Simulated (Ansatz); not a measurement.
# Na3Ga2F9: the cost of one run

Method: DFT PBE, scalar-relativistic, plane waves, PAW, in Ansatz 0.2.0.

**1. The structure to begin with**

The structure is tetragonal, space group P4/mmm (No. 123). The conventional cell has a = 3.811 Å, b = 3.811 Å, c = 11.434 Å, α = 90.00°, β = 90.00°, γ = 90.00°. Around Na (site symmetry 4/mmm) lie 12 F at 2.69 Å. Around Na (site symmetry 4mm) lie 12 F at 2.69 Å. Around Ga (site symmetry 4mm) lie 6 F at 1.91 Å. F (site symmetry 2mm) is surrounded by 2 Ga at 1.91 Å and 4 Na at 2.69 Å. Around F (site symmetry mmm) lie 8 F at 2.69 Å and 4 Na at 2.69 Å. Around F (site symmetry 4/mmm) lie 2 Ga at 1.91 Å and 4 Na at 2.69 Å. Around F (site symmetry 4mm) lie 1 Ga at 1.91 Å and 4 Na at 2.69 Å.

Coordinates:

```cif
data_structure
_symmetry_space_group_name_H-M 'P4/mmm'
_symmetry_Int_Tables_number 123
_cell_length_a 3.8112
_cell_length_b 3.8112
_cell_length_c 11.4336
_cell_angle_alpha 90.000
_cell_angle_beta 90.000
_cell_angle_gamma 90.000
_cell_volume 166.08
loop_
_atom_site_label
_atom_site_type_symbol
_atom_site_symmetry_multiplicity
_atom_site_Wyckoff_symbol
_atom_site_fract_x
_atom_site_fract_y
_atom_site_fract_z
_atom_site_occupancy
Na1 Na 1 c 0.50000 0.50000 0.00000 1
Na2 Na 2 h 0.50000 0.50000 0.33333 1
Ga1 Ga 2 g 0.00000 0.00000 0.83333 1
F1 F 4 i 0.50000 0.00000 0.83333 1
F2 F 2 e 0.50000 0.00000 0.50000 1
F3 F 1 a 0.00000 0.00000 0.00000 1
F4 F 2 g 0.00000 0.00000 0.33333 1
```

Recipe of the guess: ordered vacancies on the cation sites of perovskite (P4/mmm, No. 123). The dimensions are guesses.

**2. Probe: one point on a coarse mesh**

File input.yaml:

```yaml
crystal:
  lattice:
    - [3.81120354, 0.0, 0.0]
    - [0.0, 3.81120354, 0.0]
    - [0.0, 0.0, 11.43361061]
  atoms:
    - { symbol: Na, position: [0.5, 0.5, 0.0] }
    - { symbol: Na, position: [0.5, 0.5, 0.33333333] }
    - { symbol: Na, position: [0.5, 0.5, 0.66666667] }
    - { symbol: Ga, position: [0.0, 0.0, 0.83333333] }
    - { symbol: Ga, position: [0.0, 0.0, 0.16666667] }
    - { symbol: F, position: [0.5, 0.0, 0.83333333] }
    - { symbol: F, position: [0.5, 0.0, 0.16666667] }
    - { symbol: F, position: [0.5, 0.0, 0.5] }
    - { symbol: F, position: [0.0, 0.5, 0.83333333] }
    - { symbol: F, position: [0.0, 0.5, 0.16666667] }
    - { symbol: F, position: [0.0, 0.5, 0.5] }
    - { symbol: F, position: [0.0, 0.0, 0.0] }
    - { symbol: F, position: [0.0, 0.0, 0.33333333] }
    - { symbol: F, position: [0.0, 0.0, 0.66666667] }
basis:
  ecutwfc: 420
kpoints:
  mp_grid: { grid: [4, 4, 2] }
hamiltonian:
  xc: pbe
scf:
  occupations: { method: gaussian, width: 0.1 }
  lower_state_search: "off"
output:
  forces: true
  stress: true
  eigenvalues: true
```

Launch:

```sh
ansatz run input.yaml --threads 1 --pin off --max-ram 2560MiB --backend cpu --events-out ev --progress --plain --runs-dir out
```

Q: Estimate wall time and peak memory on 1 thread of Intel Xeon at 2.70GHz, shared host.

About 9.8 s, with a peak of 0.48 GiB.
